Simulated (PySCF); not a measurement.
# C₄H₁₁BOS: a tour of settings

Aim: see how C₄H₁₁BOS (`CB(C)C[S@@](C)=O`) answers to the choice of functional, basis, grid and SCF options.

The runs use PySCF 2.14.0, with density-fitted response routines of our own; the level of theory stands in each step. All values are computed, except where a source is named. Atoms count from 0, in the outputs and in this text.

### 1 The starting structure

18 atoms, charge 0, multiplicity 1; geometry from: GFN2-xTB.

Bonds of the start (Å): C0–B1 1.57, B1–C2 1.57, B1–C3 1.58, C3–S4 1.87, S4–C5 1.85, S4–O6 1.46, C0–H7 1.09, C0–H8 1.09, C0–H9 1.09, C2–H10 1.09, C2–H11 1.09, C2–H12 1.09, C3–H13 1.09, C3–H14 1.09, C5–H15 1.09, C5–H16 1.08, C5–H17 1.08.

### 2 NMR shieldings: PBE0/pcSseg-1

What the job is given:

```
{"job": {"kind": "nmr", "xc": "PBE0", "basis": "pcSseg-1"}, "charge": 0, "multiplicity": 1}
C     -1.625559     1.251536     0.529097
B     -1.168968     0.151967    -0.491544
C     -2.064966    -1.097283    -0.833307
C      0.317112     0.209732    -1.012359
S      1.308590    -0.825426     0.193471
C      2.963616    -0.251404    -0.415547
O      1.148916    -0.208846     1.511157
H     -0.991175     1.133830     1.411443
H     -1.450348     2.267023     0.177369
H     -2.660259     1.180147     0.852734
H     -3.114847    -0.842905    -0.960323
H     -2.023647    -1.785101     0.012324
H     -1.743749    -1.654390    -1.710475
H      0.497291    -0.267684    -1.972978
H      0.763463     1.201022    -1.005946
H      3.721728    -0.761814     0.169928
H      3.063097    -0.513351    -1.462440
H      3.050946     0.819266    -0.269019
```

With the program's defaults for keys left out, this is: GIAO PBE0/pcSseg-1 NMR shielding, non-relativistic, gas phase.

The run is started by

```
$ OMP_NUM_THREADS=1 python probes_run.py task.json out
```

This one command runs all jobs of the session in turn.

Output:

```text
coarse grid: 14960 points
cycle   1  E = -656.5324617260  dE =  8.228e-01  |g| = 9.605e-01  |ddm| = 3.744e+00
cycle   2  E = -655.8261041819  dE =  7.064e-01  |g| = 2.068e+00  |ddm| = 3.588e+00
cycle   3  E = -656.6959811213  dE = -8.699e-01  |g| = 3.352e-01  |ddm| = 3.083e+00
cycle   4  E = -656.7220445696  dE = -2.606e-02  |g| = 8.803e-02  |ddm| = 4.133e-01
cycle   5  E = -656.7238165342  dE = -1.772e-03  |g| = 2.167e-02  |ddm| = 1.043e-01
cycle   6  E = -656.7239259508  dE = -1.094e-04  |g| = 6.492e-03  |ddm| = 2.847e-02
cycle   7  E = -656.7239366016  dE = -1.065e-05  |g| = 1.419e-03  |ddm| = 7.971e-03
cycle   8  E = -656.7239370940  dE = -4.925e-07  |g| = 4.298e-04  |ddm| = 2.146e-03
final grid: 138088 points
cycle   9  E = -656.7745598235  dE = -3.031e-05  |g| = 1.169e-02  |ddm| = 3.050e-02
cycle  10  E = -656.7745150122  dE =  4.481e-05  |g| = 1.852e-02  |ddm| = 2.747e-02
cycle  11  E = -656.7745892484  dE = -7.424e-05  |g| = 3.479e-03  |ddm| = 2.045e-02
cycle  12  E = -656.7745916289  dE = -2.380e-06  |g| = 2.212e-04  |ddm| = 3.132e-03
cycle  13  E = -656.7745916416  dE = -1.272e-08  |g| = 1.091e-04  |ddm| = 4.526e-04
cycle  14  E = -656.7745916445  dE = -2.877e-09  |g| = 2.545e-05  |ddm| = 1.229e-04
cycle  15  E = -656.7745916446  dE = -1.526e-10  |g| = 6.852e-06  |ddm| = 3.224e-05
converged SCF energy = -656.7745916446

GIAO shielding tensors (ppm)
atom      isotropic    diamagn.    paramagn.     s11        s22        s33       span
  0 C      165.401     253.623     -88.222    136.568    175.218    184.417     47.849
  1 B       13.604     188.837    -175.233    -57.276    -23.637    121.725    179.001
  2 C      170.739     252.658     -81.920    152.319    171.762    188.135     35.816
  3 C      121.331     261.644    -140.313     87.967    117.276    158.748     70.781
  4 S      178.567    1054.940    -876.372     25.252     79.525    430.925    405.673
  5 C      134.839     254.881    -120.042    103.246    117.024    184.246     81.000
  6 O      254.385     401.145    -146.760      7.253    296.568    459.336    452.083
  7 H       30.534      32.064      -1.531     26.863     29.401     35.337      8.475
  8 H       30.639      31.188      -0.549     26.433     29.492     35.993      9.560
  9 H       30.561      30.785      -0.224     26.797     29.269     35.617      8.821
 10 H       30.390      29.422       0.968     26.221     29.176     35.772      9.551
 11 H       30.820      30.794       0.026     27.951     28.858     35.651      7.701
 12 H       30.669      31.252      -0.583     26.593     30.026     35.389      8.796
 13 H       29.389      34.774      -5.385     25.973     29.168     33.025      7.051
 14 H       28.661      35.828      -7.166     25.737     29.987     30.261      4.524
 15 H       28.900      29.076      -0.176     25.758     26.786     34.155      8.397
 16 H       29.703      30.701      -0.997     26.394     27.639     35.077      8.682
 17 H       29.209      31.435      -2.226     26.690     28.362     32.574      5.884
```

Wall time 26 s (1 thread of Arm Neoverse V2, shared host); peak memory 0.82 GiB.

Shifts follow as δ = σ(reference) − σ, with reference shieldings (ppm) from runs at the same level and on the same kind of geometry: 1H TMS 31.72, 13C TMS 186.9, 17O H2O 336.1, 11B BF3·OEt2 100.1, 33S CS2 504. The references are single molecules in the gas phase, so shifts against H2O, NH3, PH3, H3PO4 or CFCl3 are not on the usual liquid scales and can be off by tens of ppm. Atoms listed in one row are averaged.

| atoms | environment | σ (ppm) | δ (ppm) | δ scaled to CDCl3 |
| --- | --- | --- | --- | --- |
| C3 | sp3 CH2 bonded to B and S | 121.3 | 65.6 | 57.7 |
| C5 | methyl carbon bonded to S | 134.8 | 52.1 | 44.5 |
| C0, C2 | methyl carbon bonded to B | 168.1 | 18.9 | 16.5 |
| H14 | hydrogen on an sp3 CH2 bonded to B and S | 28.66 | 3.06 | 2.99 |
| H15, H16, H17 | hydrogen on a methyl carbon bonded to S | 29.27 | 2.45 | 2.41 |
| H13 | hydrogen on an sp3 CH2 bonded to B and S | 29.39 | 2.33 | 2.30 |
| H7, H8, H9, H10, H11, H12 | hydrogen on a methyl carbon bonded to B | 30.60 | 1.11 | 1.16 |
| B1 | boron bonded to 3 C | 13.6 | 86.5 | – |
| S4 | sulfoxide sulfur | 179 | 325 | – |
| O6 | S=O oxygen | 254.4 | 81.7 | – |

The scaled column applies a straight-line fit of computed shieldings to shifts measured in CDCl3, with any fitted terms for Cl, Br or S neighbours (root-mean-square error 0.16 ppm for H, 1.9 ppm for C).

Charges from the same density, by scheme (e):

| atoms | Mulliken | IAO | Hirshfeld | ESP fit |
| --- | --- | --- | --- | --- |
| C0, C2 | -0.49 | -0.58 | -0.20 | -0.64 |
| B1 | 0.45 | 0.34 | 0.20 | 0.71 |
| C3 | -0.58 | -0.55 | -0.16 | -0.74 |
| S4 | 0.57 | 1.10 | 0.35 | 0.35 |
| C5 | -0.39 | -0.57 | -0.13 | -0.49 |
| O6 | -0.62 | -0.90 | -0.35 | -0.43 |

Mayer bond orders: C0–B1 1.08, B1–C2 1.08, B1–C3 0.92, C3–S4 0.87, S4–C5 0.91, S4–O6 1.51.

### 3 Excited states and response: PBE0/def2-SVPD

Settings changed since step 2:

```diff
@@ -1,2 +1,2 @@
-{"job": {"kind": "nmr", "xc": "PBE0", "basis": "pcSseg-1"}, "charge": 0, "multiplicity": 1}
+{"job": {"kind": "uv", "xc": "PBE0", "basis": "def2-SVPD", "nstates": 6, "ntriplets": 2}, "charge": 0, "multiplicity": 1}
 C     -1.625559     1.251536     0.529097
```

Method: TDDFT PBE0/def2-SVPD, vertical, gas phase, core orbitals frozen in the response.

Output:

```text
coarse grid: 14960 points
cycle   1  E = -656.2736253707  dE =  7.601e-01  |g| = 9.105e-01  |ddm| = 6.015e+00
cycle   2  E = -655.5935424413  dE =  6.801e-01  |g| = 2.004e+00  |ddm| = 3.324e+00
cycle   3  E = -656.4334416006  dE = -8.399e-01  |g| = 3.031e-01  |ddm| = 2.531e+00
cycle   4  E = -656.4551833793  dE = -2.174e-02  |g| = 8.145e-02  |ddm| = 4.961e-01
cycle   5  E = -656.4567772060  dE = -1.594e-03  |g| = 2.082e-02  |ddm| = 1.575e-01
cycle   6  E = -656.4568940533  dE = -1.168e-04  |g| = 4.908e-03  |ddm| = 4.875e-02
cycle   7  E = -656.4569003263  dE = -6.273e-06  |g| = 1.266e-03  |ddm| = 9.797e-03
final grid: 138088 points
cycle   8  E = -656.5337493850  dE = -3.533e-05  |g| = 1.183e-02  |ddm| = 1.277e-01
cycle   9  E = -656.5337026684  dE =  4.672e-05  |g| = 1.860e-02  |ddm| = 3.797e-02
cycle  10  E = -656.5337808149  dE = -7.815e-05  |g| = 3.671e-03  |ddm| = 2.344e-02
cycle  11  E = -656.5337836376  dE = -2.823e-06  |g| = 2.136e-04  |ddm| = 4.030e-03
cycle  12  E = -656.5337836494  dE = -1.180e-08  |g| = 1.094e-04  |ddm| = 6.570e-04
cycle  13  E = -656.5337836526  dE = -3.208e-09  |g| = 2.302e-05  |ddm| = 2.080e-04
cycle  14  E = -656.5337836527  dE = -1.387e-10  |g| = 5.235e-06  |ddm| = 5.494e-05
converged SCF energy = -656.5337836527

Static polarisability (au): isotropic 89.564, principal 78.586 84.101 106.005

Singlet excitations
state   eV       nm        f      main configurations
  1   4.6059    269.2   0.02195   H->L 0.98
  2   5.5510    223.4   0.02403   H-1->L 0.90
  3   5.9012    210.1   0.08943   H->L+1 0.55, H->L+2 0.32
  4   6.0097    206.3   0.00021   H-2->L 0.98
  5   6.2706    197.7   0.00787   H->L+2 0.60, H->L+1 0.28
  6   6.3017    196.7   0.00873   H->L+3 0.56, H-3->L 0.23

Triplet excitations (Tamm-Dancoff, eV): 4.2214 5.0419
```

It took 45 s on 1 thread of Arm Neoverse V2, shared host; peak memory 0.91 GiB.

The orbitals next to the gap, with their largest atomic shares:

| orbital | eV | atoms |
| --- | --- | --- |
| HOMO−3 | -9.03 | C3 22 %, B1 21 %, C2 14 % |
| HOMO−2 | -8.78 | C0 28 %, B1 25 %, C2 22 % |
| HOMO−1 | -7.88 | O6 54 %, C3 12 %, S4 11 % |
| HOMO | -6.82 | O6 49 %, S4 32 %, C3 8 % |
| LUMO | -1.03 | B1 37 %, C3 12 %, S4 12 % |
| LUMO+1 | 0.31 | B1 30 %, S4 18 %, C3 6 % |
| LUMO+2 | 0.47 | S4 40 %, C5 14 %, H16 9 % |

With each of the 6 states as a Gaussian band of 0.4 eV half-width at 1/e, the curve within the window shown has maxima at 269 nm (ε 890), 211 nm (ε 4,400) L/(mol cm). Beyond the last state computed it falls off for lack of states. The curve at chosen wavelengths:

(nm, ε (L/mol/cm)): (188, 533), (193, 1229), (198, 2277), (203, 3432), (207, 4113), (212, 4335), (217, 3852), (222, 2976), (227, 2062), (232, 1322), (236, 905), (241, 600), (246, 500), (251, 545), (256, 666), (261, 794), (265, 866), (270, 891), (275, 842), (280, 735), (285, 597), (290, 454), (294, 350), (299, 242), (304, 159), (309, 100)

Ground-state properties from the same run:

| property | computed |
| --- | --- |
| dipole moment (D) | 3.45 |
| polarisability (Å³) | 13.27 |
| HOMO–LUMO gap (eV) | 5.79 |
| −ε(HOMO) (eV) | 6.82 |

### 4 Shielding tensors: PBE0/pcSseg-1

Settings changed since step 3:

```diff
@@ -1,2 +1,2 @@
-{"job": {"kind": "uv", "xc": "PBE0", "basis": "def2-SVPD", "nstates": 6, "ntriplets": 2}, "charge": 0, "multiplicity": 1}
+{"job": {"kind": "nmr", "xc": "PBE0", "basis": "pcSseg-1", "pop": true, "gauge": [2, 0, 0], "scf": {"max_cycle": 50}}, "charge": 0, "multiplicity": 1}
 C     -1.625559     1.251536     0.529097
```

Method: common gauge origin PBE0/pcSseg-1 NMR shielding, non-relativistic, gas phase.

Output:

```text
final grid: 138088 points
cycle   1  E = -656.5835273503  dE =  8.236e-01  |g| = 9.609e-01  |ddm| = 3.739e+00
cycle   2  E = -655.8545340577  dE =  7.290e-01  |g| = 2.089e+00  |ddm| = 3.637e+00
cycle   3  E = -656.7470578253  dE = -8.925e-01  |g| = 3.313e-01  |ddm| = 3.133e+00
cycle   4  E = -656.7725575423  dE = -2.550e-02  |g| = 9.112e-02  |ddm| = 4.150e-01
cycle   5  E = -656.7744708429  dE = -1.913e-03  |g| = 2.168e-02  |ddm| = 1.069e-01
cycle   6  E = -656.7745798193  dE = -1.090e-04  |g| = 6.658e-03  |ddm| = 2.867e-02
cycle   7  E = -656.7745910807  dE = -1.126e-05  |g| = 1.445e-03  |ddm| = 8.250e-03
cycle   8  E = -656.7745915932  dE = -5.124e-07  |g| = 4.332e-04  |ddm| = 2.181e-03
cycle   9  E = -656.7745916390  dE = -4.582e-08  |g| = 1.432e-04  |ddm| = 5.360e-04
cycle  10  E = -656.7745916442  dE = -5.147e-09  |g| = 3.985e-05  |ddm| = 2.002e-04
cycle  11  E = -656.7745916445  dE = -3.968e-10  |g| = 1.581e-05  |ddm| = 5.233e-05
converged SCF energy = -656.7745916445

GIAO shielding tensors (ppm)
atom      isotropic    diamagn.    paramagn.     s11        s22        s33       span
  0 C      170.058     310.372    -140.314    131.695    174.725    203.755     72.059
  1 B       44.329     343.919    -299.591    -24.912     -2.650    160.549    185.461
  2 C      166.579     278.358    -111.779    136.499    163.422    199.817     63.318
  3 C      157.047     444.607    -287.559    127.333    143.468    200.341     73.009
  4 S      198.670    1224.176   -1025.506     63.250     77.990    454.768    391.518
  5 C      173.898     407.903    -234.004    150.817    170.952    199.926     49.108
  6 O      277.693     494.811    -217.118     18.647    319.221    495.210    476.563
  7 H       49.452     148.560     -99.108     21.616     46.489     80.251     58.636
  8 H       29.594      16.467      13.128      0.983     20.939     66.861     65.878
  9 H       -4.244    -172.653     168.409    -35.605    -26.170     49.043     84.648
 10 H      -11.244    -206.820     195.576    -44.089    -35.304     45.660     89.749
 11 H       25.658      23.752       1.906     -5.267     12.217     70.025     75.292
 12 H       26.271      16.082      10.190     -7.360     18.317     67.856     75.216
 13 H       43.295      85.710     -42.414     19.018     36.586     74.282     55.265
 14 H       60.581     166.589    -106.008     39.478     66.975     75.291     35.812
 15 H       42.656      63.079     -20.423     27.650     42.719     57.599     29.950
 16 H       44.853      70.939     -26.086     28.621     42.363     63.576     34.954
 17 H       58.082     131.607     -73.526     48.201     60.474     65.570     17.369
```

It took 18 s on 1 thread of Arm Neoverse V2, shared host; peak memory 0.79 GiB.

The run ended normally, but its values are not to be used for the molecule: a common gauge origin replaces GIAOs, so the shieldings depend on where the origin lies. Its shieldings differ from those of step 2 (PBE0/pcSseg-1) by up to 42 ppm (H10).

### 5 Shielding tensors: B97-2/def2-SVP

Settings changed since step 4:

```diff
@@ -1,2 +1,2 @@
-{"job": {"kind": "nmr", "xc": "PBE0", "basis": "pcSseg-1", "pop": true, "gauge": [2, 0, 0], "scf": {"max_cycle": 50}}, "charge": 0, "multiplicity": 1}
+{"job": {"kind": "nmr", "xc": "B97-2", "basis": "def2-SVP", "pop": true}, "charge": 0, "multiplicity": 1}
 C     -1.625559     1.251536     0.529097
```

Level: GIAO B97-2/def2-SVP NMR shielding, non-relativistic, gas phase.

Output:

```text
coarse grid: 14960 points
cycle   1  E = -656.6244375195  dE =  7.463e-01  |g| = 9.552e-01  |ddm| = 4.283e+00
cycle   2  E = -655.6210540211  dE =  1.003e+00  |g| = 2.322e+00  |ddm| = 4.786e+00
cycle   3  E = -656.7922714804  dE = -1.171e+00  |g| = 3.488e-01  |ddm| = 4.131e+00
cycle   4  E = -656.8220557055  dE = -2.978e-02  |g| = 1.152e-01  |ddm| = 5.410e-01
cycle   5  E = -656.8253262369  dE = -3.271e-03  |g| = 2.501e-02  |ddm| = 1.492e-01
cycle   6  E = -656.8254850438  dE = -1.588e-04  |g| = 7.024e-03  |ddm| = 3.650e-02
cycle   7  E = -656.8254984228  dE = -1.338e-05  |g| = 1.560e-03  |ddm| = 9.587e-03
cycle   8  E = -656.8254990596  dE = -6.367e-07  |g| = 4.880e-04  |ddm| = 2.864e-03
final grid: 138088 points
cycle   9  E = -656.8982707463  dE = -3.409e-05  |g| = 5.030e-03  |ddm| = 3.342e-02
cycle  10  E = -656.8982565531  dE =  1.419e-05  |g| = 9.724e-03  |ddm| = 1.571e-02
cycle  11  E = -656.8982758053  dE = -1.925e-05  |g| = 8.060e-04  |ddm| = 1.182e-02
cycle  12  E = -656.8982759733  dE = -1.679e-07  |g| = 1.578e-04  |ddm| = 1.198e-03
cycle  13  E = -656.8982759797  dE = -6.364e-09  |g| = 5.288e-05  |ddm| = 2.274e-04
cycle  14  E = -656.8982759804  dE = -6.960e-10  |g| = 1.663e-05  |ddm| = 7.379e-05
converged SCF energy = -656.8982759804

GIAO shielding tensors (ppm)
atom      isotropic    diamagn.    paramagn.     s11        s22        s33       span
  0 C      177.357     245.865     -68.508    152.908    186.606    192.558     39.649
  1 B       32.675     198.435    -165.760    -29.642     -0.214    127.882    157.524
  2 C      181.524     244.039     -62.515    166.518    182.714    195.340     28.822
  3 C      135.270     252.689    -117.420    105.359    129.540    170.910     65.551
  4 S      273.584    1054.378    -780.794    127.527    184.127    509.098    381.571
  5 C      146.645     250.105    -103.460    117.033    129.903    192.997     75.964
  6 O      270.516     397.851    -127.335     40.052    308.778    462.718    422.666
  7 H       30.876      31.615      -0.739     27.283     29.863     35.481      8.199
  8 H       30.978      30.684       0.294     26.841     29.901     36.191      9.350
  9 H       30.859      30.378       0.482     27.083     29.573     35.923      8.840
 10 H       30.665      28.817       1.848     26.512     29.503     35.982      9.470
 11 H       31.133      30.191       0.942     28.390     29.294     35.715      7.325
 12 H       30.920      30.538       0.382     26.820     30.321     35.619      8.799
 13 H       29.630      34.392      -4.762     26.284     29.253     33.353      7.069
 14 H       28.905      35.275      -6.370     25.937     30.172     30.607      4.670
 15 H       29.392      29.162       0.230     26.227     27.384     34.566      8.338
 16 H       30.039      30.567      -0.528     26.649     28.037     35.431      8.782
 17 H       29.569      31.306      -1.737     26.928     28.841     32.939      6.011
```

It took 19 s on 1 thread of Arm Neoverse V2, shared host; peak memory 0.71 GiB.

This run: σ C3 135.3, C5 146.6, C0 179.4, B1 32.7, H14 28.91, H13 29.63 ppm (means over like atoms).

### 6 TDDFT and polarisability: PBE0/def2-SVPD

Settings changed since step 5:

```diff
@@ -1,2 +1,2 @@
-{"job": {"kind": "nmr", "xc": "B97-2", "basis": "def2-SVP", "pop": true}, "charge": 0, "multiplicity": 1}
+{"job": {"kind": "uv", "xc": "PBE0", "basis": "def2-SVPD", "nstates": 12, "ntriplets": 2, "tda": true}, "charge": 0, "multiplicity": 1}
 C     -1.625559     1.251536     0.529097
```

Level: TDA PBE0/def2-SVPD, vertical, gas phase, core orbitals frozen in the response.

Output:

```text
coarse grid: 14960 points
cycle   1  E = -656.2736253707  dE =  7.601e-01  |g| = 9.105e-01  |ddm| = 6.015e+00
cycle   2  E = -655.5935424413  dE =  6.801e-01  |g| = 2.004e+00  |ddm| = 3.324e+00
cycle   3  E = -656.4334416006  dE = -8.399e-01  |g| = 3.031e-01  |ddm| = 2.531e+00
cycle   4  E = -656.4551833793  dE = -2.174e-02  |g| = 8.145e-02  |ddm| = 4.961e-01
cycle   5  E = -656.4567772060  dE = -1.594e-03  |g| = 2.082e-02  |ddm| = 1.575e-01
cycle   6  E = -656.4568940533  dE = -1.168e-04  |g| = 4.908e-03  |ddm| = 4.875e-02
cycle   7  E = -656.4569003263  dE = -6.273e-06  |g| = 1.266e-03  |ddm| = 9.797e-03
final grid: 138088 points
cycle   8  E = -656.5337493850  dE = -3.533e-05  |g| = 1.183e-02  |ddm| = 1.277e-01
cycle   9  E = -656.5337026684  dE =  4.672e-05  |g| = 1.860e-02  |ddm| = 3.797e-02
cycle  10  E = -656.5337808149  dE = -7.815e-05  |g| = 3.671e-03  |ddm| = 2.344e-02
cycle  11  E = -656.5337836376  dE = -2.823e-06  |g| = 2.136e-04  |ddm| = 4.030e-03
cycle  12  E = -656.5337836494  dE = -1.180e-08  |g| = 1.094e-04  |ddm| = 6.570e-04
cycle  13  E = -656.5337836526  dE = -3.208e-09  |g| = 2.302e-05  |ddm| = 2.080e-04
cycle  14  E = -656.5337836527  dE = -1.387e-10  |g| = 5.235e-06  |ddm| = 5.494e-05
converged SCF energy = -656.5337836527

Static polarisability (au): isotropic 89.564, principal 78.586 84.101 106.005

Singlet excitations
state   eV       nm        f      main configurations
  1   4.6416    267.1   0.02586   H->L 0.98
  2   5.5791    222.2   0.02757   H-1->L 0.89
  3   5.9646    207.9   0.10355   H->L+1 0.56, H->L+2 0.30
  4   6.0361    205.4   0.00086   H-2->L 0.97
  5   6.2840    197.3   0.00859   H->L+2 0.61, H->L+1 0.26
  6   6.3320    195.8   0.00522   H-3->L 0.54, H->L+3 0.30
  7   6.3613    194.9   0.01196   H->L+3 0.48, H-3->L 0.40
  8   6.8319    181.5   0.09333   H->L+4 0.88
  9   7.1312    173.9   0.02864   H-1->L+1 0.40, H->L+5 0.17, H-1->L+3 0.16
 10   7.1697    172.9   0.01028   H->L+5 0.66, H-1->L+2 0.15
 11   7.2829    170.2   0.02260   H-1->L+2 0.47, H-1->L+1 0.41
 12   7.3629    168.4   0.01623   H->L+6 0.77

Triplet excitations (Tamm-Dancoff, eV): 4.2214 5.0419
```

Wall time 41 s (1 thread of Arm Neoverse V2, shared host); peak memory 0.91 GiB.

Key values: HOMO -6.82 eV, LUMO -1.03 eV; lowest singlet 4.64 eV.

### 7 Comparing the runs: NMR shifts

Shifts (ppm) of some atoms, chosen among heavy atoms and hydrogens apart, means over like atoms, with basis size and wall time:

| run | C3 | C5 | C0 | H14 | H15 | H7 | O6 | functions | time |
| --- | --- | --- | --- | --- | --- | --- | --- | --- | --- |
| PBE0/pcSseg-1 | 65.6 | 52.1 | 18.9 | 3.06 | 2.45 | 1.11 | 81.7 | 181 | 26 s |
| B97-2/def2-SVP | 59.9 | 48.5 | 15.7 | 3.02 | 2.26 | 1.02 | 71.0 | 157 | 19 s |

### 8 Summary of results

| quantity | value |
| --- | --- |
| 13C shifts against TMS (PBE0/pcSseg-1, means over atoms taken as alike) | 65.6, 52.1, 18.9 ppm |
| 1H shifts against TMS (PBE0/pcSseg-1, means over atoms taken as alike) | 3.06, 2.45, 2.33, 1.11 ppm |
| 11B shifts against BF3·OEt2 (PBE0/pcSseg-1) | 86.5 ppm |
| 33S shifts against CS2 (PBE0/pcSseg-1) | 325 ppm |
| 17O shifts against H2O (PBE0/pcSseg-1) | 81.7 ppm |
| lowest singlet (PBE0/def2-SVPD) | 4.61 eV (269 nm), f = 0.022 |
| brightest single state of those computed | state 3, 5.90 eV, f = 0.089 |
| lowest triplet | 4.22 eV |
| range of the shift of O6 | 71.0 to 81.7 ppm |
| property runs in this session | 5, of which 0 failed and 1 gave unsound results |

**Reading.** Single values in the summary come from the first run of each kind that ended normally (PBE0/pcSseg-1; PBE0/def2-SVPD), which need not be the best level. At PBE0/pcSseg-1: The widest tensor belongs to O6: span 452 ppm, with a paramagnetic part of -147 ppm. The lowest singlet, at 4.61 eV, is HOMO→LUMO 0.98 and is weak; of the 6 states computed, the strongest absorption comes from state 3 at 5.90 eV. The lowest triplet lies 0.38 eV below the lowest singlet (triplets in Tamm-Dancoff, singlets in full TDDFT). Among the atoms with a shift in every run: Across the 2 runs the shift of O6 moves most, between 71.0 (B97-2/def2-SVP) and 81.7 ppm (PBE0/pcSseg-1).
